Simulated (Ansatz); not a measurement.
CH₂F₂OSi, SMILES F[Si]1(F)CO1, energies of removing a hydrogen

Program: Ansatz 0.2.0, Python API.

Input file `ch2f2osi.xyz`:
```text
7

F     0.85670   -1.16190    1.64740
Si   -0.02400   -0.79010    0.32490
F    -0.57180   -2.00940   -0.55090
C    -0.13030    0.92380   -0.26330
O     0.93410    0.14600   -0.66940
H    -0.06180    1.71950    0.46140
H    -0.94170    1.10410   -0.99570
```

Notebook, run cell by cell (the value of a cell's last expression is shown):

**Cell 1**
```python
import ansatz as az
```

**Cell 2**
```python
params = {
    "basis_set": "def2-SVPD",
    "functional": "pbe0",
}
```

**Cell 3**
```python
def energy(molecule, charge=0, unpaired=0):
    calc = molecule.calculation().basis(gaussian=params["basis_set"]).functional(params["functional"])
    if charge:
        calc = calc.charge(charge)
    if unpaired:
        calc = calc.spin("collinear", total=unpaired)
    report = calc.run(threads=1).report
    if report["published_state_doubts"]:
        print("  doubts:", report["published_state_doubts"])
    return report["free_energy_ev"]
```

**Cell 4**
```python
def without(molecule, index):
    rest = az.Crystal.molecule()
    for i, site in enumerate(molecule.cartesian_sites):
        if i != index:
            rest = rest.atom(site.symbol, site.position_ang)
    return rest
```

**Cell 5**
```python
ch2f2osi = az.Crystal.molecule_from_extxyz("ch2f2osi.xyz")
```

**Cell 6**
```python
whole = energy(ch2f2osi, 0)
hydrogen = energy(az.Crystal.molecule().atom("H", (0, 0, 0)), 0, 1)
print(f"E(molecule) = {whole:.5f} eV, E(H) = {hydrogen:.5f} eV")
for index in [6]:
    radical = energy(without(ch2f2osi, index), 0, 1)
    print(f"H{index}: homolysis {96.485332 * (radical + hydrogen - whole):.1f} kJ/mol")
```
Output:
```text
E(molecule) = -16409.52341 eV, E(H) = -13.61361 eV
H6: homolysis 432.5 kJ/mol
```

Reading the output:
- Total energies depend on the basis set; only differences at equal settings carry meaning.
- The geometry is a force-field or estimated start, not a minimum of this method, and the basis set is short of its limit. All parts are taken at fixed geometry, without zero-point energy.
- Wall time of the script: 8.7 s on 1 thread of Arm Neoverse V2, on a shared host, peak memory 0.37 GiB.
